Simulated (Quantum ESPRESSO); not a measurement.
## KPt in Quantum ESPRESSO: the effect of strain

KPt:

```
CELL_PARAMETERS angstrom
2.88081 0.00000 0.00000
-1.44041 2.49486 0.00000
0.00000 0.00000 5.34558
ATOMIC_POSITIONS crystal
Pt 0.66667 0.33333 0.00000
K 0.00000 0.00000 0.50000
```

The cell comes from a database or a generator and needn't be the stable form of this composition.

Alike in all runs:

| Property | Result |
| --- | --- |
| Program | Quantum ESPRESSO 7.5 |
| Task | relaxation of the atoms |
| Functional | PBE |
| Potentials or basis | SSSP 1.3 efficiency PBE |
| Cutoff | 816 eV |
| Density cutoff | 6531 eV |
| k mesh | 10 × 10 × 5 |
| Occupations | fermi-dirac, width 0.05 eV |
| Spin | no spin polarisation |
| Kind of strain | biaxial_xy |
| Mixing beta | 0.5 |
| Most SCF iterations | 120 |
| SCF threshold | 4e-10 Ry |
| Most ionic steps | 40 |
| Forc conv thr | 0.0004 Ry/bohr |
| Etot conv thr | 1e-05 Ry |

Each run relaxes the cell or the atoms first.

Task: One run gave: pressure -3.3 GPa. Which strain did it use?
A. 0.02
B. 0
C. -0.01
D. 0.01
E. 0.04

Result: E.

```tsv
strain	pressure (GPa)
-0.04	6.2
-0.02	2.7
-0.01	1.3
0	0.1
0.01	-1.0
0.02	-1.9
0.04	-3.3
```

Caveats: the relaxation stopped at its first step, so nothing moved.
